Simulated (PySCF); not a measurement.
# One shape, several levels: GeSe (Germanium monoselenide)

We compute a comparison of 5 runs (HF/3-21G, B3LYP/6-31G*, PBE0/def2-SVP, wB97X/def2-TZVP, MP2/pcseg-1) of GeSe (Germanium monoselenide). 

The calculation is run with PySCF 2.14.0.

## Step 1: Starting point

GeSe has 2 atoms, charge 0, and is taken as a singlet. SMILES: `[Ge-]#[Se+]`. Geometry: the measured bond length.

Bond lengths: Ge1–Se2 2.135 Å.

## Step 2: Energy and gradient at HF/3-21G (run 1)

Input file run.py:

```python
# Germanium monoselenide
from pyscf import gto, scf

mol = gto.M(
    atom=[
    ('Ge', (0.000000, 0.000000, 0.000000)),
    ('Se', (0.000000, 0.000000, 2.134629)),
],
    basis='3-21g',
    charge=0,
    verbose=3,
    max_memory=1860,
    spin=0,
)

calc0 = scf.RHF(mol)
calc0.conv_tol = 1e-10
calc0.kernel()
if not calc0.converged:
    calc0 = calc0.newton().run(calc0.mo_coeff, calc0.mo_occ)

etot = calc0.e_tot
print('E(%s) = %.9f' % ('HF', etot))
grad = calc0.nuc_grad_method().kernel()
calc0.analyze()
```

The run is started by

```sh
$ OMP_NUM_THREADS=1 python run.py
```

What it wrote:

```text
converged SCF energy = -4453.83831283694
[... 10 lines left out ...]
MO #4   energy= -53.8469871139114  occ= 2
[... 7 lines left out ...]
MO #12  energy= -7.1729698645127   occ= 2
[... 7 lines left out ...]
MO #20  energy= -2.51207741546033  occ= 2
[... 7 lines left out ...]
MO #28  energy= -1.57002734214882  occ= 2
[... 7 lines left out ...]
MO #36  energy= 0.156094013188968  occ= 0
[... 7 lines left out ...]
MO #44  energy= 0.884290142298287  occ= 0
[... 3 lines left out ...]
Dipole moment(X, Y, Z, Debye): -0.00000, -0.00000, -2.70102
```

Wall time 4.2 s (1 thread of Intel Xeon at 2.50GHz (Skylake/Cascade Lake), shared host); peak memory 0.12 GiB.

## Step 3: Energy and forces at B3LYP/6-31G(d) (spherical functions) (run 2)

Input file calc.py:

```python
from pyscf import gto, dft

molecule = gto.M(
    atom='''
Ge   0.000000   0.000000   0.000000
Se   0.000000   0.000000   2.134629
''',
    max_memory=1860,
    basis='6-31g*',
    charge=0,
    verbose=4,
    spin=0,
)

ks = dft.RKS(molecule, xc='b3lyp')
ks.conv_tol = 1e-10
ks.grids.level = 5
ks.kernel()
if not ks.converged:
    ks = ks.newton().run(ks.mo_coeff, ks.mo_occ)

energy = ks.e_tot
print(f'total energy: {energy:.8f} hartree')
grad = ks.nuc_grad_method().kernel()
ks.analyze()
```

The run is started by

```sh
$ OMP_NUM_THREADS=1 python calc.py
```

What it wrote:

```text
PySCF version 2.14.0

[... 86 lines left out ...]
Two-electron Coulomb Energy =         2193.331721856213335
[... 14 lines left out ...]
MO #12  energy= -6.26976695463407  occ= 2
[... 12 lines left out ...]
MO #25  energy= -1.24406689694576  occ= 2
[... 12 lines left out ...]
MO #38  energy= 0.174092162286075  occ= 0
[... 12 lines left out ...]
MO #51  energy= 0.64747277871588   occ= 0
[... 12 lines left out ...]
MO #64  energy= 4.4589132765089    occ= 0
[... 69 lines left out ...]
Dipole moment(X, Y, Z, Debye): -0.00000,  0.00000, -1.69324
```

Run time: 30 s. Hardware: 1 thread of Intel Xeon at 2.50GHz (Skylake/Cascade Lake), shared host; peak memory 0.63 GiB.

## Step 4: Energy and gradient at PBE0/def2-SVP (run 3)

Input file job.py:

```python
# Germanium monoselenide
from pyscf import gto, dft

system = gto.Mole()
system.atom = [
    ('Ge', (0.000000, 0.000000, 0.000000)),
    ('Se', (0.000000, 0.000000, 2.134629)),
]
system.max_memory = 1860
system.basis = 'def2-svp'
system.charge = 0
system.verbose = 4
system.build()

myscf = dft.RKS(system, xc='pbe0')
myscf.grids.level = 5
myscf.conv_tol = 1e-10
myscf.kernel()
if not myscf.converged:
    myscf = myscf.newton().run(myscf.mo_coeff, myscf.mo_occ)

etot = myscf.e_tot
print('Final energy', etot)
grad = myscf.nuc_grad_method().kernel()
dip = myscf.dip_moment()
pop, q = myscf.mulliken_pop()
```

The run is started by

```sh
$ OMP_NUM_THREADS=1 python job.py
```

What it wrote:

```text
PySCF version 2.14.0

[... 69 lines left out ...]
converged SCF energy = -4477.49458693515
Final energy -4477.494586935146
[... 9 lines left out ...]
Dipole moment(X, Y, Z, Debye):  0.00000, -0.00000, -1.67605
[... 67 lines left out ...]
charge of    1Se =     -0.21426
```

Run time: 20 s. Hardware: 1 thread of Intel Xeon at 2.50GHz (Skylake/Cascade Lake), shared host; peak memory 0.63 GiB.

Run 4 isn't shown in full; the table further down has it.

## Step 5: Energy and gradient at MP2/pcseg-1 (run 5)

Input file input.py:

```python
import pyscf.grad
from pyscf import gto, scf, mp

mol = gto.M(
    atom=[
    ('Ge', (0.000000, 0.000000, 0.000000)),
    ('Se', (0.000000, 0.000000, 2.134629)),
],
    verbose=4,
    max_memory=1860,
    basis='pcseg-1',
)

hf = scf.RHF(mol)
hf.conv_tol = 1e-10
hf.kernel()
if not hf.converged:
    hf = hf.newton().run(hf.mo_coeff, hf.mo_occ)

pt = mp.MP2(hf, frozen=18).run()
etot = pt.e_tot
print('E = %.10f Eh' % etot)
grad = pt.Gradients().kernel()
dip = hf.dip_moment()
pop, q = hf.mulliken_pop()
```

The run is started by

```sh
$ OMP_NUM_THREADS=1 python input.py
```

What it wrote:

```text
PySCF version 2.14.0

[... 56 lines left out ...]
converged SCF energy = -4474.66633177771
[... 14 lines left out ...]
Dipole moment(X, Y, Z, Debye):  0.00000, -0.00000, -2.38083
[... 57 lines left out ...]
charge of    1Se =     -0.43695
```

It took 24 s on 1 thread of Intel Xeon at 2.50GHz (Skylake/Cascade Lake), shared host; peak memory 0.25 GiB.

## Step 6: Overview of the runs

```csv
run,level,integration grid,frozen core orbitals,energy (Eh),dipole moment (D) of the reference,HOMO energy (eV),LUMO energy (eV),wall time
1,HF/3-21G,–,–,-4453.838313,2.70,-9.66,0.36,4.2 s
2,B3LYP/6-31G* (spherical functions),5,–,-4478.096693,1.69,-7.35,-2.63,30 s
3,PBE0/def2-SVP,5,–,-4477.494587,1.68,-7.57,-2.38,20 s
4,wB97X/def2-TZVP,5,–,-4478.665165,2.10,-9.70,-0.50,1.7 min
5,MP2/pcseg-1,–,18,-4474.867732,2.38,-9.75,0.43,24 s
```

## Step 7: Outcome

| quantity | value |
| --- | --- |
| run 5: total energy | -4474.86773 Eh |
| run 5: dipole moment (Hartree–Fock density) | 2.38 D |
| run 5: HOMO energy (Hartree–Fock orbitals) | -9.75 eV |
| run 5: LUMO energy (Hartree–Fock orbitals) | 0.43 eV |
| run 5: HOMO–LUMO gap (Hartree–Fock orbitals) | 10.18 eV |
| run 5: correlation energy (18 core orbitals frozen) | -201.4 mEh |
| run 5: largest force on an atom | 1.071 eV/Å |

What this shows: Over runs 1, 2, 3, 4 the dipole moment (its size) runs from 1.68 D (PBE0/def2-SVP) to 2.70 D (HF/3-21G). The two ends differ in method and basis. Over runs 1, 2, 3, 4 the HOMO–LUMO gap runs from 4.72 eV (B3LYP/6-31G*) to 10.02 eV (HF/3-21G). Totals of different functionals can't be ranked against each other. All runs together took 3 min, the longest 1.7 min.
